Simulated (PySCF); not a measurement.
# InBr: from the state search to spectroscopic constants

One table from this session's results is given with a row withheld; the runs are named, their logs left out.

Computed with PySCF 2.14.0. Level: In def2-TZVPPD with ECP28, Br def2-TZVPPD, scalar-relativistic core potentials.

Set-up of the first run:

Settings of the job:

```yaml
atoms: In, Br
charge: 0
basis: In def2-TZVPPD with ECP28, Br def2-TZVPPD
Hamiltonian: scalar-relativistic core potentials
basis_functions: 113
electrons_treated: 56
masses_in_u: 114.9039, 78.9183
levels: PBE0, PBE, r²SCAN, BLYP, MN15, r²SCANh, B2PLYP, TPSSh, ωB97X, HF, MP2, SCS-MP2, CCSD, CCSD(T)
grid: 80 radial by 434 angular points
occupations: held fixed by the projection of orbital angular momentum
dissociation_limit: In + Br, each in its ground configuration
starting_distance_in_angstrom: 2.505
values_of_2S_to_try: 0, 2
```

Run with:

```bash
> OMP_NUM_THREADS=2 python dia.py task.json out
```

Steps of the session up to this table: Input; First curve: PBE0; Excited determinants; PBE (GGA); r²SCAN; BLYP (GGA); MN15 (hybrid meta-GGA); r²SCANh; B2PLYP; TPSSh (hybrid meta-GGA); ωB97X (range-separated hybrid); RHF (mean field); Correlated methods on the Hartree–Fock reference.

One of the session's tables, all rows but one given; the rest of the session is left out.

Energy (eV) from each level's lowest point:

| R (Å) | RHF | RHF-MP2 | RHF-SCS-MP2 | RHF-CCSD | RHF-CCSD(T) |
| --- | --- | --- | --- | --- | --- |
| 2.213 | 0.951 | 0.780 | 0.838 | n/a | n/a |
| 2.316 | 0.433 | 0.322 | 0.360 | 0.356 | 0.356 |
| 2.419 | 0.147 | 0.086 | 0.107 | 0.104 | 0.104 |
| 2.496 | 0.040 | 0.011 | 0.021 | 0.019 | 0.019 |
| 2.573 | 0.000 | 0.000 | 0.000 | 0.000 | 0.000 |
| 2.650 | ? | ? | ? | ? | ? |
| 2.753 | 0.080 | 0.136 | 0.115 | 0.120 | 0.121 |
| 2.882 | 0.226 | 0.314 | 0.281 | 0.290 | 0.291 |
| 3.036 | 0.448 | 0.570 | 0.525 | 0.537 | 0.540 |
| 3.242 | 0.777 | 0.937 | 0.879 | n/a | n/a |

Estimate the missing values for R (Å) = 2.650.

Worked estimate for «RHF». A straight line through the neighbours (2.573, 0.000) and (2.753, 0.080) gives 0.000 + (0.080 − 0.000) × (2.650 − 2.573) / (2.753 − 2.573) = 0.034; a parabola fitted to 4 rows on both sides gives 0.015.

**Answer.** RHF: 0.010; RHF-MP2: 0.036; RHF-SCS-MP2: 0.027; RHF-CCSD: 0.029; RHF-CCSD(T): 0.029. In «RHF» the line misses by +0.024 and the parabola by +0.005.

Limits of these values: Lowest PBE0 solution found, without spin–orbit coupling: ¹Σ⁺ (singlet), closed shell. Warnings in the runs' records: inverted.
